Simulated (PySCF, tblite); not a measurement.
# C₅H₁₀O₂Si: geometry, infrared bands and NMR shifts

Aim: predict the infrared bands and NMR shifts of C₅H₁₀O₂Si (`CCC#C[Si@H](O)OC`).

Programs: tblite 0.8.0 and PySCF 2.14.0, with density-fitted response routines of our own. Each step states its level of theory. These are calculated values for one molecule in the gas phase, unless marked as measured. Atoms are numbered from 0 throughout.

## 1. The molecule as given

18 atoms, charge 0, multiplicity 1; geometry from: force field or distance geometry start.

Bonds of the start (Å): C0–C1 1.51, C1–C2 1.47, C2–C3 1.22, C3–Si4 1.83, Si4–O5 1.71, Si4–O6 1.73, O6–C7 1.38, C0–H8 1.12, C0–H9 1.11, C0–H10 1.10, C1–H11 1.11, C1–H12 1.09, Si4–H13 1.45, O5–H14 1.00, C7–H15 1.12, C7–H16 1.11, C7–H17 1.11.

## 2. Relaxing the molecule with GFN2-xTB

Job settings and geometry (Å):

```
{"job": {"kind": "relax", "xc": "GFN2-xTB", "basis": "xTB"}, "charge": 0, "multiplicity": 1}
C      3.370800     0.452500    -0.374300
C      2.780000    -0.780100     0.268800
C      1.315700    -0.770200     0.221700
C      0.101400    -0.724600     0.155100
Si    -1.723200    -0.650000     0.092500
O     -2.286300    -2.146700    -0.517500
O     -2.144500     0.594900    -1.028100
C     -3.043000     1.496400    -0.499000
H      2.621300     0.904300    -1.080200
H      3.602900     1.174500     0.441200
H      4.274400     0.142200    -0.915800
H      3.087600    -0.816300     1.339000
H      3.088600    -1.706100    -0.214800
H     -2.289300    -0.466300     1.413800
H     -2.914500    -1.978500    -1.278300
H     -3.915400     1.629700    -1.188900
H     -2.525800     2.478500    -0.407600
H     -3.409500     1.172000     0.501900
```

Run with:

```bash
$ OMP_NUM_THREADS=1 python probes_run.py task.json out
```

This one command runs all jobs of the session in turn.

**Question.** This job is followed by: GFN2-xTB harmonic vibrations, gas phase; GIAO PBE0/pcSseg-1 NMR shielding, non-relativistic, gas phase. Predict these results of the whole session: strongest single infrared mode (GFN2-xTB); zero-point energy (GFN2-xTB); ¹³C shifts against TMS (PBE0/pcSseg-1); ¹H shifts against TMS (PBE0/pcSseg-1, means over atoms taken as alike); ²⁹Si shifts against TMS (PBE0/pcSseg-1); ¹⁷O shifts against H2O (PBE0/pcSseg-1); surface potential, 1st and 99th percentile.

**Answer**, as computed:

| quantity | value |
| --- | --- |
| strongest single infrared mode (GFN2-xTB) | 834 cm⁻¹, 364 km/mol |
| zero-point energy (GFN2-xTB) | 86.7 kcal/mol |
| ¹³C shifts against TMS (PBE0/pcSseg-1) | 114.2, 86.4, 51.1, 16.8, 16.3 ppm |
| ¹H shifts against TMS (PBE0/pcSseg-1, means over atoms taken as alike) | 4.61, 3.83, 2.38, 2.36, 1.86, 1.21 ppm |
| ²⁹Si shifts against TMS (PBE0/pcSseg-1) | -51.6 ppm |
| ¹⁷O shifts against H2O (PBE0/pcSseg-1) | 42.9, 24.6 ppm |
| surface potential, 1st and 99th percentile | -1.50 V and 1.84 V |

What this shows: Relaxing lowered the energy by 0.812 eV in 144 steps; the close pair that moved most is Si4–O6, from 1.727 to 1.633 Å. The lowest mode is slightly imaginary (9i cm⁻¹), a soft motion within the noise of the Hessian, so the minimum is not strictly shown. The strongest single mode, at 834 cm⁻¹, moves mainly H14. GFN2-xTB is a fitted tight-binding method: band positions and strengths are rough. Its intensities can rank the bands wrongly. At PBE0/pcSseg-1: Shielding is most anisotropic at C2 (span 305 ppm, paramagnetic term -200 ppm).
